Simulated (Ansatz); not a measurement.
# FH₅NSi₂ radical: basis-set convergence

The task here is to estimate one member of a computed series from the others.

Method: one geometry, several basis sets; program: Ansatz 0.2.0, Gaussian basis.

Plan: PBE0-D4/def2-SVP; ωB97M-V/def2-SVP; PBE0-D4/def2-QZVPP; ωB97M-V/def2-QZVPP; the functionals' def2-TZVPP values are taken from earlier runs.

## The relaxed structure

The geometry comes from an earlier relaxation with PBE0-D4 in a triple-zeta def2 set; it is a stationary point, not always the lowest conformer.

SMILES `F[SiH2]N[SiH2]`, 9 atoms, charge 0, spin multiplicity 2.

Atoms are counted from 1 here; the program's logs count them from 0.

Bond lengths: F1–Si2 1.600 Å, Si2–N3 1.712 Å, Si2–H5 1.480 Å, Si2–H6 1.477 Å, N3–Si4 1.736 Å, N3–H7 1.012 Å, Si4–H8 1.490 Å, Si4–H9 1.494 Å. Angles: F1–Si2–N3 112.4°, F1–Si2–H5 106.1°, F1–Si2–H6 106.9°, N3–Si2–H5 109.2°, N3–Si2–H6 108.4°, H5–Si2–H6 113.9°, Si2–N3–Si4 128.4°, Si2–N3–H7 115.7°, Si4–N3–H7 115.2°, N3–Si4–H8 106.6°, N3–Si4–H9 109.5°, H8–Si4–H9 111.0°.

Set-up of the first run:

The input, in.yaml:

```yaml
crystal:
  periodic: [false, false, false]
  atoms:
    - {symbol: F, position_ang: [-1.778175, 1.208947, -1.181829]}
    - {symbol: Si, position_ang: [-0.287961, 1.123636, -0.604871]}
    - {symbol: N, position_ang: [0.241520, -0.491370, -0.402955]}
    - {symbol: Si, position_ang: [0.023590, -1.533607, 0.967896]}
    - {symbol: H, position_ang: [0.576316, 1.799105, -1.598775]}
    - {symbol: H, position_ang: [-0.302819, 1.779799, 0.718849]}
    - {symbol: H, position_ang: [0.600375, -0.942220, -1.234483]}
    - {symbol: H, position_ang: [-0.246273, -0.649994, 2.136234]}
    - {symbol: H, position_ang: [1.261827, -2.340697, 1.182736]}
basis:
  gaussian: {orbitals: def2-SVP}
magnetization: {spin_polarized: true, initial_magnetization: 1}
hamiltonian: {xc: pbe0, dispersion: d4}
output: {orbitals: {seedname: orbitals}}
```

On the command line:

```sh
$ ansatz run in.yaml --threads 4 --pin off --events-out ev --progress --plain --max-ram 10444MiB
```

Among the steps run: PBE0-D4 in def2-SVP; ωB97M-V in def2-SVP; PBE0-D4 in def2-QZVPP; ωB97M-V in def2-QZVPP.

One of the session's tables, all rows but one given; the rest of the session is left out.

It belongs to the step «Functionals by basis». 

```
functional       basis  HOMO (eV)  LUMO (eV)
   PBE0-D4    def2-SVP      -5.74      -2.09
   PBE0-D4  def2-TZVPP      -5.83      -2.15
   PBE0-D4  def2-QZVPP      -5.85      -2.19
   ωB97M-V    def2-SVP      -7.49      -0.41
   ωB97M-V  def2-TZVPP          ?          ?
   ωB97M-V  def2-QZVPP      -7.63      -0.64
```

**Question.** Estimate the row for ωB97M-V, def2-TZVPP.

As computed: HOMO (eV): -7.60; LUMO (eV): -0.56. In the column «HOMO (eV)» it lies between ωB97M-V, def2-QZVPP (-7.63) and ωB97M-V, def2-SVP (-7.49).
